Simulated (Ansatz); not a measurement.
# GaH6NOSi2: basis-set convergence

Aim: see how fast density functionals converge with the basis set for GaH6NOSi2.

Computed with Ansatz 0.2.0, Gaussian basis. Level: one geometry, several basis sets.

Levels to be run: PBE0-D4/def2-SVP; ωB97M-V/def2-SVP; PBE0-D4/def2-QZVPP; ωB97M-V/def2-QZVPP; the functionals' def2-TZVPP values are taken from earlier runs.

## Step 1: Structure used throughout

All runs share one geometry, relaxed beforehand with PBE0-D4 in a triple-zeta def2 set.

11 atoms, charge 0, spin multiplicity 1.

Atoms are counted from 1 here; the program's logs count them from 0.

Bond lengths: N1–Ga2 1.800 Å, N1–H6 1.004 Å, N1–H7 1.006 Å, Ga2–O3 1.851 Å, Ga2–Si5 2.398 Å, O3–Si4 1.647 Å, Si4–Si5 2.366 Å, Si4–H8 1.490 Å, Si4–H9 1.490 Å, Si5–H10 1.488 Å, Si5–H11 1.488 Å. Angles: Ga2–N1–H6 124.6°, Ga2–N1–H7 122.5°, H6–N1–H7 112.9°, N1–Ga2–O3 115.9°, N1–Ga2–Si5 156.0°, O3–Ga2–Si5 88.1°, Ga2–O3–Si4 105.9°, O3–Si4–Si5 94.2°, O3–Si4–H8 112.7°, O3–Si4–H9 112.7°, Si5–Si4–H8 114.3°, Si5–Si4–H9 114.3°, H8–Si4–H9 108.3°, Ga2–Si5–Si4 71.8°, Ga2–Si5–H10 116.1°, Ga2–Si5–H11 116.0°, Si4–Si5–H10 119.7°, Si4–Si5–H11 119.6° and more.

## Step 2: PBE0-D4 in def2-SVP

Contents of in.yaml:

```yaml
crystal:
  periodic: [false, false, false]
  atoms:
    - {symbol: N, position_ang: [-1.400464, 2.333376, -0.331463]}
    - {symbol: Ga, position_ang: [-0.412609, 0.831388, -0.239628]}
    - {symbol: O, position_ang: [-0.721927, -0.249939, 1.230945]}
    - {symbol: Si, position_ang: [0.300510, -1.530841, 1.071600]}
    - {symbol: Si, position_ang: [1.232112, -0.757687, -0.961711]}
    - {symbol: H, position_ang: [-1.341977, 3.010356, -1.071191]}
    - {symbol: H, position_ang: [-2.082701, 2.575537, 0.367450]}
    - {symbol: H, position_ang: [-0.419614, -2.830131, 0.961520]}
    - {symbol: H, position_ang: [1.275441, -1.630298, 2.193464]}
    - {symbol: H, position_ang: [2.639273, -0.274462, -0.991733]}
    - {symbol: H, position_ang: [0.931965, -1.477300, -2.229242]}
basis:
  gaussian: {orbitals: def2-SVP}
hamiltonian: {xc: pbe0, dispersion: d4}
output: {orbitals: {seedname: orbitals}}
```

The run is started by

```bash
> ansatz run in.yaml --threads 4 --pin off --events-out ev --progress --plain --max-ram 10444MiB
```

The runs that follow: ωB97M-V in def2-SVP; PBE0-D4 in def2-QZVPP; ωB97M-V in def2-QZVPP.

Before running them: what should the planned runs give, taken together? Wanted: PBE0-D4: double and triple zeta above quadruple; ωB97M-V: double and triple zeta above quadruple.

As calculated:

| quantity | value |
| --- | --- |
| PBE0-D4: double and triple zeta above quadruple | 18.70, 1.93 eV |
| ωB97M-V: double and triple zeta above quadruple | 18.71, 1.85 eV |

**Reading.** PBE0-D4 gains 16.77 eV from double to triple zeta, then 1.93 eV more. Total energies overstate the basis error of differences, where much of it tends to cancel.
